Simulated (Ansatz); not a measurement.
# Ti3C2 (P6_3/mmc) in Ansatz: further runs

Aim: see how the results for Ti3C2 move with the level of theory and the settings. Levels: PBEsol, PBEsol+U. Tasks: projected density of states.

All numbers are computed with Ansatz 0.2.0; they aren't measurements. Logs are shortened: lines on timing, memory, paths and dates and some standing lists are left out, and cuts for length are marked.

### Step 1. The structure

Symmetry: P6_3/mmc, No. 194, hexagonal system. The conventional cell has a = 3.067 Å, b = 3.067 Å, c = 15.117 Å, α = 90.00°, β = 90.00°, γ = 120.00°. Ti (site symmetry -3m) has 6 C at 2.20 Å as nearest neighbours. Around Ti (site symmetry 3m) lie 3 C at 2.06 Å. C (site symmetry 3m) has 6 Ti at 2.06 to 2.20 Å as nearest neighbours.

The cell comes from a database or a generator and needn't be the stable form of this composition.

### Step 2. Projected density of states, PBEsol

Contents of input.yaml:

```yaml
crystal:
  lattice:
    - [3.0666049652, 0.0, 0.0]
    - [-1.5333024826, 2.6557578032, 0.0]
    - [0.0, 0.0, 15.11715007]
  atoms:
    - { symbol: Ti, position: [0.0, 0.0, 0.5] }
    - { symbol: Ti, position: [0.0, 0.0, 0.0] }
    - { symbol: Ti, position: [0.3333333333, 0.6666666667, 0.65612229] }
    - { symbol: Ti, position: [0.6666666667, 0.3333333333, 0.15612229] }
    - { symbol: Ti, position: [0.6666666667, 0.3333333333, 0.34387771] }
    - { symbol: Ti, position: [0.3333333333, 0.6666666667, 0.84387771] }
    - { symbol: C, position: [0.3333333333, 0.6666666667, 0.08589624] }
    - { symbol: C, position: [0.6666666667, 0.3333333333, 0.58589624] }
    - { symbol: C, position: [0.3333333333, 0.6666666667, 0.41410376] }
    - { symbol: C, position: [0.6666666667, 0.3333333333, 0.91410376] }
hamiltonian:
  xc: pbesol
  pseudopotentials: { kind: paw }
kpoints:
  mp_grid: { grid: [10, 10, 2] }
scf:
  occupations: { method: fermi_dirac, width: 0.05 }
  n_extra_bands: 25
output:
  forces: true
  stress: true
  eigenvalues: true
  dos: { projected: true, de: 0.05, nscf_kmesh: { grid: [15, 15, 3] } }
  write_density: true
  write_potential: true
  elf: true
  volumetric_format: npy
```

Potentials or basis: Ansatz PAW.

Launch:

```bash
$ ansatz run input.yaml --threads 4 --pin off --max-ram 11264MiB --backend cpu --events-out ev --progress --plain --runs-dir out
```

The log of the run:

```text
Warning: RAYON_NUM_THREADS=4 ignored (pool sized by the plan → 4); use --threads N
scf.n_extra_bands = 25 over 44 filled bands (N_el = 88.0): the run solves 69 bands
Engine: ansatz 0.2.0, aarch64-unknown-linux-gnu
Pseudopotentials: kind: paw
Pseudopotential: Ti, paw, valence charge 12, recommended cutoff 420 eV (normal), Ti.paw.azcp
Pseudopotential: C, paw, valence charge 4, recommended cutoff 420 eV (normal), C.paw.azcp
Functional definition: PBEsol
  exchange = pbesol_x
  correlation = pbesol_c
Crystal: 10 atoms, lattice volume = 123.116 Å³
Basis set: ecut = 420 eV, 2379 PW (Γ), exchange–correlation on 48×48×216 points (8 copies of the dense FFT grid, shifted against one another)
Bands: 69, of which v1, the nominal top of the filled ones, is band 44 counted from 1 (43 counted from 0)
Symmetry: 24 space group operations
Space group: P63/mmc (ITA 194), of the structure as read, at distance tolerance 5.0e-5 Å
k-points: 28 of 200
Non-local potential: Ti, projectors of the file, l = 0: 3, l = 1: 2, l = 2: 3, l = 3: 1
Non-local potential: C, projectors of the file, l = 0: 2, l = 1: 2, l = 2: 1
PAW form: soft (Blöchl's): semilocal exchange-correlation on the pseudo side does not see the compensation charge
PAW frozen core: Ti, regenerated for the run's functional, and the local potential with it (the file was generated under x = pbe(κ = 0.804, μ = 0.2195149727645171), c = pbe(β = 0.06672455060314922))
PAW frozen core: C, regenerated for the run's functional, and the local potential with it (the file was generated under x = pbe(κ = 0.804, μ = 0.2195149727645171), c = pbe(β = 0.06672455060314922))
PAW one-centre angular grid: Ti, 590 points (default); XC on 64 Gauss nodes
PAW one-centre angular grid: C, 110 points (default); XC on 64 Gauss nodes
Initial density: superposition of atomic densities (neutral atoms: chi_scale 0, normalization atom), corrected by the library's trained network
Initial wavefunctions: pseudopotential atomic-orbital guess
Functional: x = pbesol(κ = 0.804, μ = 0.12345679012345678), c = pbesol(β = 0.046)
SCF iter   1: F=—  HF=-15837.815694 eV  |F-HF|=—  |Δ(HF+E_count)|=         —  Δρ=9.67e-3  dr2=1.06e-1  ethr=1.77e-3  ⟨swp⟩=5.0  Hψ=6731  notcnv=0  defer=77
preconditioner: auto → Kerker (q_TF=auto, 2.580 Å⁻¹)  [metal: Δε(μ)=0.067 eV  Ē_g=7.236 eV  σ=0.050 eV  W_gap=0.32  n_scr=42 (ndim 8)  ℏωp=21.2 eV  f_vac=0.000  D(μ)=2.58/eV (n_scr^D=8)]
SCF iter   2: F=—  HF=-15837.794703 eV  |F-HF|=—  |Δ(HF+E_count)|=   2.10e-2  Δρ=5.16e-3  dr2=3.32e-2  ethr=1.21e-4  ⟨swp⟩=2.0  Hψ=2568  notcnv=0  defer=356
SCF iter   3: F=—  HF=-15837.788128 eV  |F-HF|=—  |Δ(HF+E_count)|=   6.57e-3  Δρ=9.30e-4  dr2=1.39e-3  ethr=3.77e-5  ⟨swp⟩=2.0  Hψ=2391  notcnv=0  defer=356
SCF iter   4: F=—  HF=-15837.787969 eV  |F-HF|=—  |Δ(HF+E_count)|=   1.60e-4  Δρ=2.48e-4  dr2=1.33e-4  ethr=1.59e-6  ⟨swp⟩=2.0  Hψ=1693  notcnv=0  defer=356
SCF iter   5: F=—  HF=-15837.787942 eV  |F-HF|=—  |Δ(HF+E_count)|=   2.72e-5  Δρ=5.80e-5  dr2=1.38e-5  ethr=1.51e-7  ⟨swp⟩=2.3  Hψ=1986  notcnv=0  defer=356
SCF iter   6: F=—  HF=-15837.787836 eV  |F-HF|=—  |Δ(HF+E_count)|=   1.05e-4  Δρ=1.85e-5  dr2=1.21e-6  ethr=1.56e-8  ⟨swp⟩=2.1  Hψ=1841  notcnv=0  defer=356
SCF iter   7: F=—  HF=-15837.787836 eV  |F-HF|=—  |Δ(HF+E_count)|=   2.28e-7  Δρ=6.18e-6  dr2=1.57e-7  ethr=1.38e-9  ⟨swp⟩=2.5  Hψ=2443  notcnv=0  defer=356
SCF iter   8: F=-15837.787836 eV  HF=-15837.787836 eV  |F-HF|=5.00e-9  |Δ(HF+E_count)|=   2.30e-8  Δρ=1.72e-6  dr2=7.43e-9  ethr=1.14e-10  ⟨swp⟩=11.6  Hψ=10236  notcnv=0
SCF 1 converged in 8 iterations: F = -15837.787836 eV  dr2 = 7.43e-9
NSCF: frozen V_eff on 54 k-points
SCF converged after 8 iterations
Free energy (F): -15837.787836 eV
Harris-Foulkes:  -15837.787836 eV  (|F-HF|=5.00e-9)
Internal energy: -15837.765176 eV  (E = F + TS)
E sigma→0 (E₀):  -15837.776506 eV
Entropy (-TS):   -0.022660 eV (-2.266 meV/atom)
Fermi energy:    13.434600 eV
--- Per-component energies (eV) ---
  E_band       = -857.280459
  E_kinetic    = 1994.443470
  E_local      = -5728.888023  (includes V_loc(G=0)·N_el)
  E_nonlocal   = 153.843993
  E_hartree    = 2371.065448
  E_xc         = -778.162533
  E_vxc        = -975.942707  (∫ρ·V_xc dr)
  E_paw        = -6511.338127  (= ΣΔE_a)
  E_vpaw       = -1042.870429  (= ΣTr[D̂ρ^β])
  E_aug_tail   = 0.000764  (compensation charges beyond the density's cutoff)
  E_ewald      = -7339.650874
  E_core_change = 0.920708  (= ΣΔE_core)
  E_smearing   = -0.022660  (= −TS)
  E_closure    = -0.000000  (closes the sum)
  Σ components = -15837.787836   (vs F -15837.787836, Δ=0.00e0)
--- Forces (eV/Å), atoms counted from 1 ---
  atom   1  Ti    -0.00000000    -0.00000000     0.00000000
  atom   2  Ti    -0.00000000     0.00000000     0.00000000
  atom   3  Ti    -0.00000000     0.00000000    -0.32635688
  atom   4  Ti     0.00000000    -0.00000000    -0.32635688
  atom   5  Ti     0.00000000    -0.00000000     0.32635688
  atom   6  Ti     0.00000000     0.00000000     0.32635688
  atom   7  C      0.00000000    -0.00000000    -0.00588612
  atom   8  C     -0.00000000    -0.00000000    -0.00588612
  atom   9  C     -0.00000000    -0.00000000     0.00588612
  atom  10  C      0.00000000    -0.00000000     0.00588612
  max |Σ_I F_I| component: 5.72e-17 eV/Å
--- Stress (GPa, compression-positive) ---
       -4.906361      -0.000000      -0.000000
       -0.000000      -4.906361       0.000000
       -0.000000       0.000000      -4.696572
  P = ⅓ Tr σ = -4.8364 GPa (-48.364 kbar)
--- Band table (eV; the first three rows and the last of 28) ---
  k-point 0: bands = ["-43.2530", "-43.2438", "-43.2266", "-43.2157", "-43.0608", "-43.0591", "-19.9780", "-19.8493", "-19.8291", "-19.6233", "-19.4220", "-19.4144", "-19.4144", "-19.4097", "-19.4097", "-19.3951", "-19.3951", "-19.3897", "-19.3897", "-19.3445", "-19.2433", "-19.2433", "-19.2426", "-19.2426", "1.3826", "1.4580", "2.8086", "2.9495", "7.4974", "7.8939", "9.7175", "10.4343", "10.4343", "10.4756", "10.4756", "10.6044", "11.3271", "11.5749", "11.5749", "11.6674", "11.6674", "11.7446", "13.6426", "13.7929", "13.7929", "13.9198", "13.9306", "13.9306", "14.6993", "14.6993", "14.8365", "14.8365", "15.0710", "15.0710", "15.1804", "15.1804", "15.8295", "15.8295", "16.1398", "16.1398", "16.8557", "16.8980", "17.2447", "17.4731", "18.2789", "18.2789", "18.6152", "18.6152", "20.1198"]
  k-point 1: bands = ["-43.2493", "-43.2493", "-43.2203", "-43.2203", "-43.0599", "-43.0599", "-19.9409", "-19.9409", "-19.7059", "-19.7059", "-19.4124", "-19.4124", "-19.4124", "-19.4124", "-19.3921", "-19.3921", "-19.3921", "-19.3921", "-19.3763", "-19.3763", "-19.2430", "-19.2430", "-19.2430", "-19.2430", "1.4188", "1.4188", "2.8799", "2.8799", "7.6757", "7.6757", "10.1155", "10.1155", "10.4542", "10.4542", "10.4542", "10.4542", "11.6032", "11.6032", "11.6213", "11.6213", "11.6213", "11.6213", "13.7781", "13.7781", "13.8537", "13.8537", "13.8537", "13.8537", "14.8227", "14.8227", "14.8227", "14.8227", "15.0558", "15.0558", "15.0558", "15.0558", "16.0053", "16.0053", "16.0053", "16.0053", "16.8657", "16.8657", "17.3665", "17.3665", "18.4421", "18.4421", "18.4421", "18.4421", "20.3453"]
  k-point 2: bands = ["-43.2477", "-43.2392", "-43.2212", "-43.2112", "-43.0569", "-43.0554", "-19.9646", "-19.8465", "-19.8167", "-19.6243", "-19.4729", "-19.4499", "-19.4331", "-19.4279", "-19.4247", "-19.4179", "-19.4054", "-19.3977", "-19.3970", "-19.3401", "-19.2757", "-19.2722", "-19.2494", "-19.2485", "1.5531", "1.6228", "2.8907", "3.0139", "7.7227", "8.1002", "9.4963", "10.1172", "10.4972", "10.5371", "10.5395", "10.8388", "10.8623", "11.2604", "11.5406", "11.6248", "11.6614", "11.8357", "13.5415", "13.6491", "13.6733", "13.9120", "13.9849", "14.0764", "14.3508", "14.5893", "14.7262", "14.9007", "14.9384", "14.9878", "15.2813", "15.3920", "15.8422", "15.8880", "16.0938", "16.1804", "17.2083", "17.2790", "17.4711", "17.5023", "18.2989", "18.3596", "18.5051", "18.6812", "20.1558"]
  k-point 27: bands = ["-43.1901", "-43.1901", "-43.1630", "-43.1630", "-43.0158", "-43.0158", "-19.8141", "-19.8141", "-19.7468", "-19.7468", "-19.7084", "-19.7084", "-19.6651", "-19.6651", "-19.6270", "-19.6270", "-19.6048", "-19.6048", "-19.4551", "-19.4551", "-19.4108", "-19.4108", "-19.3835", "-19.3835", "3.6202", "3.6202", "3.6808", "3.6808", "8.6637", "8.6637", "9.4414", "9.4414", "9.6820", "9.6820", "9.9273", "9.9273", "10.4877", "10.4877", "10.6728", "10.6728", "12.4707", "12.4707", "12.9833", "12.9833", "13.9343", "13.9343", "14.1036", "14.1036", "14.6457", "14.6457", "15.8055", "15.8055", "15.9806", "15.9806", "16.2326", "16.2326", "16.4848", "16.4848", "16.5955", "16.5955", "17.3768", "17.3768", "18.1920", "18.1920", "18.3459", "18.3459", "18.6543", "18.6543", "19.2652"]
```

It took 9.6 s on 4 threads of Arm Neoverse V1, shared host; peak memory 0.67 GiB.

Results:

* Free energy: -15837.7878 eV
* Pressure: -4.8 GPa
* Largest force: 0.326 eV/Å
* Band gap on the k mesh: none (metal or under the smearing width)
* Density of states at the Fermi level: 2.33 states/eV per cell

Forces in eV/Å, atoms in the order of the input:
```
Ti   0.000  0.000  0.000
Ti   0.000  0.000  0.000
Ti   0.000  0.000 -0.326
Ti   0.000  0.000 -0.326
Ti   0.000  0.000  0.326
Ti   0.000  0.000  0.326
C    0.000  0.000 -0.006
C    0.000  0.000 -0.006
C    0.000  0.000  0.006
C    0.000  0.000  0.006
```

Levels at points of the mesh, in eV from the Fermi level:
```csv
k point,band 40,band 41,band 42,band 43,band 44,band 45,band 46,band 47,band 48,band 49
"(0.00, 0.00, 0.00)",-1.77,-1.77,-1.69,0.21,0.36,0.36,0.49,0.50,0.50,1.26
"(0.00, 0.00, -0.50)",-1.81,-1.81,-1.81,0.34,0.34,0.42,0.42,0.42,0.42,1.39
"(0.00, -0.50, 0.00)",-1.93,-1.84,-1.70,-1.13,-1.12,0.30,0.57,1.83,2.05,2.13
"(0.00, -0.50, -0.50)",-1.91,-1.81,-1.81,-1.12,-1.12,0.43,0.43,1.97,1.97,2.20
```

States per cell in windows of 0.5 eV (zero at the Fermi level; states under -8 eV left out):
```csv
from (eV),total,Ti 3d,C 2p,Ti 4s,C 2s,Ti 3p,Ti 3s
-8.0,0.00,0.00,0.00,0.00,0.00,0.00,0.00
-7.5,0.00,0.00,0.00,0.00,0.00,0.00,0.00
-7.0,0.00,0.00,0.00,0.00,0.00,0.00,0.00
-6.5,0.00,0.00,0.00,0.00,0.00,0.00,0.00
-6.0,0.16,0.04,0.07,0.04,0.00,0.00,0.01
-5.5,1.39,0.44,0.66,0.20,0.02,0.01,0.06
-5.0,2.20,0.72,1.07,0.26,0.05,0.03,0.07
-4.5,2.54,0.69,1.40,0.29,0.04,0.06,0.05
-4.0,2.60,0.84,1.35,0.25,0.06,0.05,0.04
-3.5,4.20,1.71,2.19,0.12,0.04,0.07,0.02
-3.0,8.04,3.67,4.04,0.11,0.05,0.09,0.02
-2.5,1.99,0.99,0.92,0.03,0.02,0.02,0.01
-2.0,1.65,0.92,0.53,0.14,0.01,0.01,0.00
-1.5,3.32,2.32,0.31,0.43,0.05,0.03,0.01
-1.0,2.40,2.05,0.15,0.08,0.01,0.01,0.00
-0.5,1.26,1.15,0.06,0.02,0.00,0.00,0.00
0.0,3.38,3.03,0.16,0.10,0.02,0.01,0.00
0.5,3.74,3.29,0.20,0.14,0.02,0.01,0.00
1.0,4.14,3.79,0.19,0.08,0.01,0.01,0.00
1.5,4.01,3.63,0.20,0.06,0.03,0.01,0.00
2.0,3.85,3.45,0.24,0.05,0.04,0.00,0.00
2.5,8.78,7.97,0.51,0.10,0.09,0.01,0.00
3.0,4.47,3.84,0.40,0.08,0.07,0.00,0.00
3.5,4.23,2.84,1.10,0.11,0.07,0.01,0.01
4.0,2.46,1.51,0.68,0.10,0.08,0.01,0.01
4.5,4.08,2.42,1.05,0.19,0.25,0.01,0.01
5.0,3.90,1.87,0.94,0.55,0.27,0.01,0.03
5.5,2.01,0.91,0.44,0.27,0.20,0.00,0.02
6.0,0.97,0.47,0.28,0.05,0.10,0.00,0.01
6.5,0.21,0.09,0.07,0.02,0.03,0.00,0.00
7.0,0.00,0.00,0.00,0.00,0.00,0.00,0.00
7.5,0.00,0.00,0.00,0.00,0.00,0.00,0.00
```

Caveat: the PAW data sets come from PBE, with cores solved anew for the run's functional, which leaves a small shift of forces and pressure; the density of states is complete only up to the lowest level of the last band computed.

(Part 1 of 2 ends here.)
